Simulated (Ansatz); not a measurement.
Na₃Ga, space group Fm-3m, a scan of one input key

With Ansatz 0.2.0 through its Python package.

`na3ga.extxyz`
```text
4
Lattice="0.0 3.825621 3.825621 3.825621 0.0 3.825621 3.825621 3.825621 0.0" Properties=species:S:1:pos:R:3 pbc="T T T"
Na    1.91281050    1.91281050    1.91281050
Na    5.73843150    5.73843150    5.73843150
Na    3.82562100    3.82562100    3.82562100
Ga    0.00000000    0.00000000    0.00000000
```

Typed at the interpreter:
```pycon
>>> import ansatz as az
>>> na3ga = az.Crystal.from_extxyz("na3ga.extxyz")
>>> na3ga.resolved().sites[-1]
Site(symbol='Ga', position=(0.0, 0.0, 0.0), moment=None, axis=None, held=None, saved=None)
>>> job = (
...     na3ga.calculation()
...     .functional("lda")
...     .kpoints(5, 5, 5)
...     .basis(470)
...     .occupations("fermi_dirac")
...     .band_table()
... )
>>> typed = job.input()
>>> rows = []
>>> for value in [2, 5, 10]:
...     edited = typed.set(az.key.scf.mixing.ndim, value)
...     rep = az.Session.from_dict(edited).plan().execute().report
...     rows.append((value, rep["free_energy_ev"], rep["n_iterations"], len(rep["eigenvalues_ev"][0]) if "eigenvalues_ev" in rep else 0))
...
>>> print("       history            F eV      iterations    bands listed")
       history            F eV      iterations    bands listed
>>> for row in rows:
...     print(f"{str(row[0]):>14s}  {row[1]:14.5f}  {row[2]:14d}  {row[3]:14d}")
...
             2     -8106.62946              11              24
             5     -8106.62946               7              24
            10     -8106.62946               7              24
```

Caveats:
- Total energies depend on the potentials; only differences at equal settings carry meaning. A total without «per atom» is that of the whole cell that was run.
- The mesh is modest for a metal, so energies can be off by several to tens of meV an atom and pressures by half a GPa or more; differences at equal mesh fare better.
- The structure comes from a database of computed cells and needn't be a stable or known phase.
- Run time: 5.6 s on 1 thread of Arm Neoverse V1 (shared host), peak memory 0.39 GiB.
